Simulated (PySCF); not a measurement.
**SbSe: bond curves at several levels of theory**

One table from this session's results is given with a row withheld; the runs are named, their logs left out.

Computed with PySCF 2.14.0. Level: Sb def2-TZVPP with ECP28, Se def2-TZVPP, scalar-relativistic core potentials.

Set-up of the first run:

A driver script around PySCF takes these settings:

```json
{
  "atoms": "Sb, Se",
  "charge": "0",
  "basis": "Sb def2-TZVPP with ECP28, Se def2-TZVPP",
  "Hamiltonian": "scalar-relativistic core potentials",
  "basis functions": "98",
  "electrons treated": "57",
  "masses in u": "120.9038, 79.9165",
  "levels": "PBE0, PBE, r²SCAN, PW91, MN15, TPSS, r²SCAN0, ωB97M-V, HF, MP2, SCS-MP2, CCSD, CCSD(T)",
  "grid": "80 radial by 434 angular points",
  "occupations": "held fixed by the projection of orbital angular momentum",
  "dissociation limit": "Sb + Se, each in its ground configuration",
  "starting distance in angstrom": "2.480",
  "values of 2S to try": "1, 3, 5"
}
```

On the command line:

```bash
OMP_NUM_THREADS=2 python dia.py task.json out
```

Steps of the session up to this table: Set-up; First curve: PBE0; Other states along the same grid; PBE (GGA); r²SCAN; PW91; MN15; TPSS (meta-GGA); r²SCAN0; ωB97M-V (range-separated hybrid); UHF; Correlated methods on the Hartree–Fock reference.

One of the session's tables, all rows but one given; the rest of the session is left out.

| level | Re (Å) | ωe (cm⁻¹) | De (eV) | μ (D) |
| --- | --- | --- | --- | --- |
| PBE | 2.363 | 320 | 3.58 | -1.80 |
| PW91 | 2.362 | 320 | 3.62 | -1.79 |
| TPSS | 2.354 | 325 | 3.44 | -1.84 |
| r²SCAN | 2.340 | 336 | 3.24 | -1.91 |
| PBE0 | ? | ? | ? | ? |
| ωB97M-V | 2.312 | 358 | 2.98 | -2.16 |

Estimate the missing values for PBE0.

As computed: Re (Å): 2.330; ωe (cm⁻¹): 343; De (eV): 3.15; μ (D): -1.99. In the column «Re (Å)» it lies between ωB97M-V (2.312) and r²SCAN (2.340).

De is counted to Sb + Se in their ground configurations.
